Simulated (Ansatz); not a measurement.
**CH₃Ga (triplet): wave-function methods side by side at distance C1–Ga2 = 3.097 Å, cc-pVDZ**

The task here is to estimate one member of a computed series from the others.

Method: cc-pVDZ, core rule «outside noble gas», up to 15 orbitals frozen; program: Ansatz 0.2.0, Gaussian basis.

The runs, in order: UHF; CCSD(T) on ROHF; CCSD(T) on UHF; BCCD(T) on ROHF; CISD; CCSDT(Q) on ROHF; CCSDT(Q) on UHF; CASSCF and MRCISD+Q, 4 electrons in 4 orbitals; CASSCF and NEVPT2, 4 electrons in 4 orbitals.

24 further runs of the same task are left out: 4 for a known fault of the program, 1 for a mislabelled method, 15 that didn't finish, 4 set aside as unsound or not needed.

## The geometry

The geometry derives from a PBE0/def2-TZVP stationary point (not a proven minimum). One bond is set to the value named and the two fragments are kept rigid. No spin-orbit coupling is included. The filled d shell of Ga may be among the frozen orbitals whatever the setting's name suggests; the logs give the count.

5 atoms, charge 0, spin multiplicity 3.

Atoms are counted from 1 here; the program's logs count them from 0.

Bond lengths: C1–H3 1.090 Å, C1–H4 1.087 Å, Ga2–H5 1.596 Å. Angles: H3–C1–H4 113.7°.

The first run:

File in.yaml:

```yaml
crystal:
  periodic: [false, false, false]
  atoms:
    - {symbol: C, position_ang: [0.000000, 0.141223, 2.575854]}
    - {symbol: Ga, position_ang: [0.000000, -0.048268, -0.515344]}
    - {symbol: H, position_ang: [0.000000, 1.091872, 3.108659]}
    - {symbol: H, position_ang: [0.000000, -0.726904, 3.229727]}
    - {symbol: H, position_ang: [0.000000, 1.291081, -1.384212]}
basis:
  gaussian: {orbitals: cc-pVDZ}
magnetization: {spin_polarized: true, initial_magnetization: 2}
hamiltonian: {xc: hf}
output: {orbitals: {seedname: orbitals}}
```

Started as:

```sh
$ ansatz run in.yaml --threads 1 --pin off --events-out ev --progress --plain --max-ram 2393MiB
```

Steps of the session up to this table: UHF; CCSD(T) on ROHF; CCSD(T) on UHF; BCCD(T) on ROHF; CISD; CCSDT(Q) on ROHF; CCSDT(Q) on UHF; CASSCF and MRCISD+Q, 4 electrons in 4 orbitals; CASSCF and NEVPT2, 4 electrons in 4 orbitals.

One table of the session follows, with a row left open; its other results are not shown here.

It belongs to the step «Misses and costs». 

```
       method  from UCCSDT(Q) (meV)
         ROHF               +5461.0
          UHF               +5184.1
         RMP2               +1321.6
         UMP2               +1283.5
        RCCSD                +149.9
        UCCSD                +145.2
     RCCSD(T)                 +45.1
     UCCSD(T)                 +42.3
      BCCD(T)                 +43.0
       RCCSDT                  +7.8
       UCCSDT                  +6.1
    RCCSDT(Q)                  +1.9
    UCCSDT(Q)                     0
  CASSCF pair               +4982.7
  NEVPT2 pair               +1191.5
  MRCISD pair                +469.1
MRCISD+Q pair                     ?
```

Q: Estimate the row for MRCISD+Q pair from the others.

The run gave: from UCCSDT(Q) (meV): +60.1. In the column «from UCCSDT(Q) (meV)» it lies between RCCSD(T) (+45.1) and UCCSD (+145.2).

Not comparable, so not listed: CISD (they don't share determinant, frozen orbitals or solution with the rows shown, or repeat one).

Limits of these values: Restricted and unrestricted rows rest on different reference determinants; where their highest levels disagree by more than a few hundredths of an eV, they describe different states and don't form one ladder.
